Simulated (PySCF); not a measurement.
**BAs: from the state search to spectroscopic constants**

One table from this session's results is given with a row withheld; the runs are named, their logs left out.

Method: B x2c-SVPall, As x2c-SVPall, spin-free X2C with a Gaussian nucleus; program: PySCF 2.14.0.

Set-up of the first run:

Settings of the job:

```json
{"atoms": "B, As", "charge": "0", "basis": "B x2c-SVPall, As x2c-SVPall", "Hamiltonian": "spin-free X2C with a Gaussian nucleus", "basis functions": "46", "electrons treated": "38", "masses in u": "11.0093, 74.9216", "levels": "PBE0, PBE, r²SCAN, BP86, MN15, BLYP, HF, MP2, SCS-MP2, CCSD, CCSD(T)", "grid": "80 radial by 434 angular points", "occupations": "held fixed by the projection of orbital angular momentum", "dissociation limit": "B + As, each in its ground configuration", "starting distance in angstrom": "1.990", "values of 2S to try": "0, 2, 4"}
```

On the command line:

```sh
OMP_NUM_THREADS=1 python dia.py task.json out
```

Steps of the session up to this table: Input; First curve: PBE0; Higher solutions at PBE0; PBE (GGA); r²SCAN (meta-GGA); BP86 (GGA); MN15; BLYP (GGA); ROHF (mean field); Correlated methods on the Hartree–Fock reference.

One table of the session follows, with a row left open; its other results are not shown here.

Differences from CCSD(T) in the same basis:

| level | Re (mÅ) | ωe (%) |
| --- | --- | --- |
| ROHF | ? | ? |
| ROHF-MP2 | -16 | +5.8 |
| ROHF-SCS-MP2 | -13 | +4.2 |
| ROHF-CCSD | -13 | +3.4 |
| PBE | -2 | +0.1 |
| BLYP | +9 | -3.2 |
| BP86 | +1 | -0.9 |
| r²SCAN | -19 | +4.5 |
| PBE0 | -22 | +5.0 |
| MN15 | -32 | +6.1 |

Q: Estimate the row for ROHF from the others.

**Answer.** Re (mÅ): -44; ωe (%): +12.8. In the column «Re (mÅ)» it is the lowest.
